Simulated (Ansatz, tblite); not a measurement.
# C₉H₁₃BFO₄−: spin states and exact exchange

Is the singlet the ground state of C₉H₁₃BFO₄−? Other spin states are computed and compared level by level.

Program: Ansatz 0.2.0, Gaussian basis. Level of theory: as each input shows. These are calculated values, not measurements.

Plan: triplet, at the geometry of the singlet (GFN1-xTB, GFN2-xTB, PBE0-D4/def2-SVP, PBE-D4/def2-SVP); the singlet's energies come from earlier runs.

4 further runs of the same task are left out: 4 that didn't finish. Runs told in other sessions of the task aren't counted.

**1. The relaxed structure**

The singlet was relaxed beforehand with PBE-D4/def2-SVP.

28 atoms, charge -1, spin multiplicity 1.

Bond lengths: C1–O2 1.389 Å, C1–H16 1.117 Å, C1–H17 1.121 Å, C1–H18 1.122 Å, O2–B3 1.465 Å, B3–O4 1.465 Å, B3–O6 1.460 Å, B3–O8 1.524 Å, O4–C5 1.391 Å, C5–H19 1.122 Å, C5–H20 1.117 Å, C5–H21 1.120 Å, O6–C7 1.390 Å, C7–H22 1.122 Å, C7–H23 1.117 Å, C7–H24 1.119 Å, O8–C9 1.326 Å, C9–C10 1.423 Å and more. Angles: O2–C1–H16 109.9°, O2–C1–H17 113.0°, O2–C1–H18 113.0°, H16–C1–H17 107.4°, H16–C1–H18 107.3°, H17–C1–H18 106.0°, C1–O2–B3 116.6°, O2–B3–O4 113.6°, O2–B3–O6 109.4°, O2–B3–O8 106.3°, O4–B3–O6 109.3°, O4–B3–O8 106.8°, O6–B3–O8 111.4°, B3–O4–C5 115.4°, O4–C5–H19 112.9°, O4–C5–H20 109.8°, O4–C5–H21 112.9°, H19–C5–H20 107.3° and more.

Coordinates:

```
C    -2.8131   -1.2482   -1.1404
O    -2.5402   -0.1794   -0.2958
B    -1.1992   -0.1320    0.2910
O    -0.8673   -1.3132    1.0915
C    -1.6652   -1.5180    2.2125
O    -1.0737    1.0636    1.1193
C    -1.3467    2.2867    0.5170
O    -0.2212   -0.1041   -0.8777
C     1.0898    0.0429   -0.7447
C     1.8742    0.1699   -1.9254
C     3.2655    0.3325   -1.8726
C     3.9016    0.3761   -0.6276
F     5.2580    0.5353   -0.5673
C     3.1635    0.2549    0.5558
C     1.7734    0.0889    0.5051
H    -3.8802   -1.2092   -1.4700
H    -2.1773   -1.2495   -2.0635
H    -2.6512   -2.2448   -0.6517
H    -2.7499   -1.6536    1.9586
H    -1.3329   -2.4393    2.7497
H    -1.6212   -0.6673    2.9396
H    -0.5968    2.5664   -0.2700
H    -1.3283    3.0979    1.2846
H    -2.3493    2.3095    0.0211
H     1.3474    0.1346   -2.8914
H     3.8675    0.4282   -2.7898
H     3.6937    0.2888    1.5208
H     1.1793   -0.0173    1.4212
```

The ion is computed in the gas phase, without counter-ions or solvent.

**2. Triplet at the fixed geometry, GFN1-xTB**

Tight binding, by tblite at 300 K electronic temperature and without a spin-polarisation term:

```python
tblite.interface.Calculator('GFN1-xTB', numbers, positions, charge=-1, uhf=2).singlepoint()
```

Energy -1405.0723 eV; 0.025 s.

**3. Triplet at the fixed geometry, GFN2-xTB**

Tight binding, by tblite at 300 K electronic temperature and without a spin-polarisation term:

```python
tblite.interface.Calculator('GFN2-xTB', numbers, positions, charge=-1, uhf=2).singlepoint()
```

Energy -1314.9203 eV; 0.022 s.

**4. Triplet at the fixed geometry, PBE0-D4/def2-SVP**

File in.yaml:

```yaml
crystal:
  periodic: [false, false, false]
  atoms:
    - {symbol: C, position_ang: [-2.813108, -1.248187, -1.140416]}
    - {symbol: O, position_ang: [-2.540170, -0.179411, -0.295805]}
    - {symbol: B, position_ang: [-1.199193, -0.132014, 0.290986]}
    - {symbol: O, position_ang: [-0.867297, -1.313249, 1.091526]}
    - {symbol: C, position_ang: [-1.665250, -1.518033, 2.212529]}
    - {symbol: O, position_ang: [-1.073703, 1.063596, 1.119336]}
    - {symbol: C, position_ang: [-1.346744, 2.286664, 0.517000]}
    - {symbol: O, position_ang: [-0.221230, -0.104075, -0.877703]}
    - {symbol: C, position_ang: [1.089771, 0.042909, -0.744678]}
    - {symbol: C, position_ang: [1.874168, 0.169856, -1.925367]}
    - {symbol: C, position_ang: [3.265544, 0.332465, -1.872559]}
    - {symbol: C, position_ang: [3.901571, 0.376080, -0.627572]}
    - {symbol: F, position_ang: [5.258045, 0.535265, -0.567329]}
    - {symbol: C, position_ang: [3.163469, 0.254865, 0.555797]}
    - {symbol: C, position_ang: [1.773351, 0.088917, 0.505103]}
    - {symbol: H, position_ang: [-3.880185, -1.209196, -1.469986]}
    - {symbol: H, position_ang: [-2.177313, -1.249471, -2.063460]}
    - {symbol: H, position_ang: [-2.651245, -2.244810, -0.651669]}
    - {symbol: H, position_ang: [-2.749939, -1.653590, 1.958587]}
    - {symbol: H, position_ang: [-1.332890, -2.439344, 2.749661]}
    - {symbol: H, position_ang: [-1.621224, -0.667327, 2.939563]}
    - {symbol: H, position_ang: [-0.596786, 2.566353, -0.269972]}
    - {symbol: H, position_ang: [-1.328256, 3.097899, 1.284577]}
    - {symbol: H, position_ang: [-2.349252, 2.309511, 0.021081]}
    - {symbol: H, position_ang: [1.347367, 0.134606, -2.891360]}
    - {symbol: H, position_ang: [3.867466, 0.428226, -2.789850]}
    - {symbol: H, position_ang: [3.693710, 0.288758, 1.520833]}
    - {symbol: H, position_ang: [1.179315, -0.017265, 1.421164]}
basis:
  gaussian: {orbitals: def2-SVP}
total_charge: -1
magnetization: {spin_polarized: true, initial_magnetization: 2}
hamiltonian: {xc: pbe0, dispersion: d4}
scf: {omitted_lower_state_checks: [starts]}
output: {orbitals: {seedname: orbitals}}
```

Launch:

```bash
$ ansatz run in.yaml --threads 4 --pin off --events-out ev --progress --plain --max-ram 6963MiB
```

What it wrote:

```text
Functional definition: PBE0
  name "PBE0"
  cite "Adamo & Barone, J. Chem. Phys. 110, 6158 (1999) doi:10.1063/1.478522"
  cite "Perdew, Burke & Ernzerhof, Phys. Rev. Lett. 77, 3865 (1996) doi:10.1103/PhysRevLett.77.3865"
  parent pbe
  parameter a = 0.25
  parameter kappa = 0.804
  parameter beta = 0.06672455060314922
  exchange = (1 - a)*pbe_x(kappa = kappa, mu = beta*pi^2/3) + a*exact_x
  correlation = pbe_c(beta = beta)
these checks for a lower state are left out or cut short: starts
2782 factors; integrals over basis functions are off by at most 1.6e-3 eV
mean field evaluation 1: about -21076.7356 eV, gradient 5.0e1 eV
mean field evaluation 2: about -21072.3553 eV, gradient 6.0e1 eV
mean field evaluation 4: about -21087.8378 eV, gradient 3.1e0 eV
mean field evaluation 8: about -21088.6519 eV, gradient 5.4e-1 eV
mean field evaluation 16: about -21088.6535 eV, gradient 1.6e-2 eV
mean field evaluation 32: about -21088.6552 eV, gradient 2.4e-5 eV
mean field -21088.65523777 eV, -774.9937855843 hartree, gradient 9.7e-6 eV, S^2 2.009035; 0 other end points of the search recorded, 0 dependent functions left out
reference -21088.65527252 eV, -774.9937868610 hartree; 58, 56 occupied and 217, 219 virtual orbitals, 2782 factors
Total energy: -21089.40615585 eV, -775.0213813147 hartree
Checks for a lower state left out: starts
```

It took 52 s on 4 threads of Arm Neoverse V1, shared host; peak memory 1.9 GiB.

Report: HOMO 1.45 eV, LUMO -0.17 eV (over both spins; with the spin held, an empty level of the minority spin lies below the top filled one); ⟨S²⟩ 2.009 (pure: 2.00). Doubts: highest occupied level lies above zero.

**5. Triplet at the fixed geometry, PBE-D4/def2-SVP**

start.molden holds the orbitals of an earlier run on this state, given as this run's starting guess.

in.yaml: that of step 4 with these lines changed.

```diff
@@ -32,6 +32,6 @@
 basis:
-  gaussian: {orbitals: def2-SVP}
+  gaussian: {orbitals: def2-SVP, initial_orbitals: start.molden}
 total_charge: -1
 magnetization: {spin_polarized: true, initial_magnetization: 2}
-hamiltonian: {xc: pbe0, dispersion: d4}
+hamiltonian: {xc: pbe, dispersion: d4}
 scf: {omitted_lower_state_checks: [starts]}
```

Same command.

What it wrote:

```text
Functional definition: PBE
  name "PBE"
  cite "Perdew, Burke & Ernzerhof, Phys. Rev. Lett. 77, 3865 (1996) doi:10.1103/PhysRevLett.77.3865"
  parent pbe
  parameter kappa = 0.804
  parameter beta = 0.06672455060314922
  exchange = pbe_x(kappa = kappa, mu = beta*pi^2/3)
  correlation = pbe_c(beta = beta)
these checks for a lower state are left out or cut short: starts
3050 factors; their error is unknown
mean field evaluation 1: about -21087.4176 eV, gradient 7.5e0 eV
mean field evaluation 2: about -21087.6792 eV, gradient 2.8e-1 eV
mean field evaluation 4: about -21087.5354 eV, gradient 1.1e-1 eV
mean field evaluation 8: about -21087.5359 eV, gradient 6.9e-4 eV
mean field -21087.53586702 eV, -774.9526494679 hartree, gradient 7.9e-6 eV, S^2 2.002650; 0 other end points of the search recorded, 0 dependent functions left out
reference -21087.53591326 eV, -774.9526511672 hartree; 58, 56 occupied and 217, 219 virtual orbitals, 3050 factors
Total energy: -21088.40896247 eV, -774.9847351338 hartree
Checks for a lower state left out: starts
```

Wall time 36 s (4 threads of Arm Neoverse V1, shared host); peak memory 1.5 GiB.

Report: HOMO 2.51 eV, LUMO -0.87 eV (over both spins; with the spin held, an empty level of the minority spin lies below the top filled one); ⟨S²⟩ 2.003 (pure: 2.00). Doubts: highest occupied level lies above zero.

**6. Triplet less singlet, vertical**

The singlet's energies are those of its earlier runs, whose logs aren't repeated here.

| level | triplet less singlet, vertical (kcal/mol) | time |
| --- | --- | --- |
| GFN1-xTB | +87.2 | 0.047 s |
| GFN2-xTB | +88.4 | 0.04 s |
| PBE-D4/def2-SVP | +79.8 | 44 s |
| PBE0-D4/def2-SVP | +82.2 | 67 s |

Times add the two runs; a level without a time comes out of a correlated run. Tight binding without a spin term can't rank spin states.

**7. Summary of results**

| quantity | value |
| --- | --- |
| triplet less singlet, vertical, functionals in def2-SVP | +79.8 (PBE-D4) to +82.2 kcal/mol (PBE0-D4) |

All functionals put the triplet above the singlet, over a spread of 2.4 kcal/mol. The checks for a lower triplet were left out, so another state of that spin may lie lower. These are electronic energies, without zero-point motion, entropy or surroundings.

The anion's highest level is positive in at least one run, so there the basis alone may hold the extra electron.
